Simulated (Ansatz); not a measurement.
# Na5WNO4: the cost of one run

Method: DFT, PBE, plane-wave PAW, default files, scalar-relativistic, as far as a step names no other, in Ansatz 0.2.0.

**1. Starting point**

It takes space group Cmc2_1 (No. 36, orthorhombic). Conventional cell: a = 9.994 Å, b = 5.847 Å, c = 10.772 Å, α = 90.00°, β = 90.00°, γ = 90.00°. Na (site symmetry 1) has 4 O at 2.32 to 2.56 Å and 1 N at 2.40 Å as nearest neighbours. Around Na (site symmetry 1) lie 4 O at 2.30 to 2.54 Å. Around Na (site symmetry m) lie 4 O at 2.27 to 2.29 Å. Around W (site symmetry m) lie 1 N at 1.81 Å and 4 O at 1.98 to 1.99 Å. N (site symmetry m) is surrounded by 1 W at 1.81 Å and 2 Na at 2.40 Å. O (site symmetry 1) is surrounded by 1 W at 1.98 Å and 5 Na at 2.29 to 2.47 Å. O (site symmetry 1) is surrounded by 1 W at 1.99 Å and 5 Na at 2.27 to 2.56 Å.

Coordinates:

```
CELL_PARAMETERS angstrom
4.99683 -2.92362 0.00000
4.99683 2.92362 0.00000
0.00000 0.00000 10.77197
ATOMIC_POSITIONS crystal
Na 0.46548 0.16389 0.24085
Na 0.17608 0.20691 0.99085
Na 0.82392 0.79309 0.49085
Na 0.16389 0.46548 0.74084
Na 0.42858 0.57142 0.97429
Na 0.57142 0.42858 0.47429
Na 0.83611 0.53452 0.24085
Na 0.20691 0.17608 0.49085
Na 0.79309 0.82392 0.99085
Na 0.53452 0.83611 0.74084
W 0.20820 0.79180 0.25219
W 0.79180 0.20820 0.75219
N 0.09756 0.90244 0.77678
N 0.90244 0.09756 0.27678
O 0.18782 0.53816 0.36860
O 0.81218 0.46184 0.86860
O 0.14406 0.58393 0.12307
O 0.53816 0.18782 0.86860
O 0.46184 0.81218 0.36860
O 0.41607 0.85594 0.12307
O 0.58393 0.14406 0.62307
O 0.85594 0.41607 0.62307
```

**2. Single point at the given positions**

input.yaml reads:

```yaml
crystal:
  lattice:
    - [4.996835, -2.923616, 0.0]
    - [4.996835, 2.923616, 0.0]
    - [0.0, 0.0, 10.771975]
  atoms:
    - { symbol: Na, position: [0.465478, 0.163893, 0.240845] }
    - { symbol: Na, position: [0.176082, 0.20691, 0.990854] }
    - { symbol: Na, position: [0.823918, 0.79309, 0.490854] }
    - { symbol: Na, position: [0.163893, 0.465478, 0.740845] }
    - { symbol: Na, position: [0.428577, 0.571423, 0.974286] }
    - { symbol: Na, position: [0.571423, 0.428577, 0.474286] }
    - { symbol: Na, position: [0.836107, 0.534522, 0.240845] }
    - { symbol: Na, position: [0.20691, 0.176082, 0.490854] }
    - { symbol: Na, position: [0.79309, 0.823918, 0.990854] }
    - { symbol: Na, position: [0.534522, 0.836107, 0.740845] }
    - { symbol: W, position: [0.208197, 0.791803, 0.252192] }
    - { symbol: W, position: [0.791803, 0.208197, 0.752192] }
    - { symbol: "N", position: [0.09756, 0.90244, 0.77678] }
    - { symbol: "N", position: [0.90244, 0.09756, 0.27678] }
    - { symbol: O, position: [0.187822, 0.538156, 0.368603] }
    - { symbol: O, position: [0.812178, 0.461844, 0.868603] }
    - { symbol: O, position: [0.144058, 0.583928, 0.123069] }
    - { symbol: O, position: [0.538156, 0.187822, 0.868603] }
    - { symbol: O, position: [0.461844, 0.812178, 0.368603] }
    - { symbol: O, position: [0.416072, 0.855942, 0.123069] }
    - { symbol: O, position: [0.583928, 0.144058, 0.623069] }
    - { symbol: O, position: [0.855942, 0.416072, 0.623069] }
kpoints:
  mp_grid: { grid: [5, 5, 3] }
scf:
  occupations: { method: fermi_dirac, width: 0.02 }
hamiltonian:
  xc: pbe
  pseudopotentials: { kind: paw }
output:
  forces: true
  stress: true
  populations: true
  efg:
    quadrupole_moments_barn: { Na: 0.104, "N": 0.02044, O: -0.02558 }
    contact_densities: true
```

Launch:

```sh
$ ansatz run input.yaml --threads 1 --pin off --max-ram 2560MiB --backend cpu --events-out ev --progress --plain --runs-dir out
```

**Question.** How long does this run take on 1 thread of Arm Neoverse V2, shared host, and how much memory does it need?

About 78 s, with a peak of 0.8 GiB.
